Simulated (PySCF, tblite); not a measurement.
# CH9O2Si3 radical, a small gas-phase stand-in for a defect centre (C site with back bonds [SiH3], O[SiH3], O[SiH3]): EPR parameters

Wanted: the EPR parameters for `[SiH3]O[C]([SiH3])O[SiH3]`. It is drawn as: dangling bond.

Computed with tblite 0.8.0 and PySCF 2.14.0; each step states its level. No surroundings beyond the atoms listed, unless a continuum is named. Atoms count from 0, parts from 1.

## Step 1: Starting point

15 atoms, charge 0, multiplicity 2; geometry: distance geometry start.

## Step 2: Relaxing the cluster with GFN2-xTB

Job settings and geometry (Å):

```
{"job": {"kind": "relax", "xc": "GFN2-xTB", "basis": "xTB"}, "charge": 0, "multiplicity": 2}
C     -0.655017     0.254921     1.024945
Si     0.995041    -0.149963     1.750876
O     -1.365883     1.266656     1.660614
Si    -0.864958     2.935444     1.799379
O     -0.723458     0.228316    -0.364440
Si     0.102597     1.359890    -1.436524
H      0.836862    -0.830669     2.974419
H      1.712703    -0.963160     0.840141
H      1.726893     1.050376     1.959289
H     -0.905292     3.338082     3.163628
H      0.520575     3.080553     1.354081
H     -1.688392     3.753056     1.029404
H      1.297546     0.776518    -1.890450
H     -0.735667     1.644660    -2.540897
H      0.396801     2.552284    -0.729687
```

With the program's defaults for keys left out, this is: GFN2-xTB geometry optimisation, gas phase.

Run with:

```sh
$ OMP_NUM_THREADS=1 python cluster_run.py task.json out
```

The driver reads the jobs from task.json and runs them one after another.

**Question.** The jobs that follow are: PBE0-D3(BJ)/def2-SVP geometry optimisation, gas phase; UKS B3LYP, IGLO-III on C O Si, pcH-1 on H, non-relativistic, mean-field spin-orbit, GIAO; UKS BHandHLYP, IGLO-III on C O Si, pcH-1 on H, non-relativistic, mean-field spin-orbit, GIAO. Predict: point group; rotational constants (main isotopes); g(iso) (B3LYP); ⟨S²⟩; largest a(iso).

The runs gave:

| quantity | value |
| --- | --- |
| point group | C1 |
| rotational constants (main isotopes) | 2.02, 1.30, 0.82 GHz |
| g(iso) (B3LYP) | 2.00329 |
| ⟨S²⟩ | 0.754 (exact 0.75) |
| largest a(iso) | 13C on C0, 91.6 MHz |

**Reading.** The start of the PBE0/def2-SVP relaxation was shaken at random by about 0.01 Å, so part of the energy gained, and of the first lengths quoted, undoes that. Relaxing lowered the energy by 0.381 eV in 10 steps; the close pair that moved most is O2–Si3, from 1.612 to 1.694 Å (PBE0/def2-SVP). No frequency check was run at this level, so the end point may be a saddle. Most of the unpaired spin sits on C0 (0.78 e). The isotropic g lies 1.0 ppt above the free-electron value. The coupling of 13C on C0 runs from 91.6 (B3LYP/IGLO-III+pcH-1) to 125.9 MHz (BHandHLYP/IGLO-III+pcH-1). A capped cluster stands for the solid here, so long-range fields and strain are missing, and bands or shifts of the capping hydrogens have no counterpart in it.
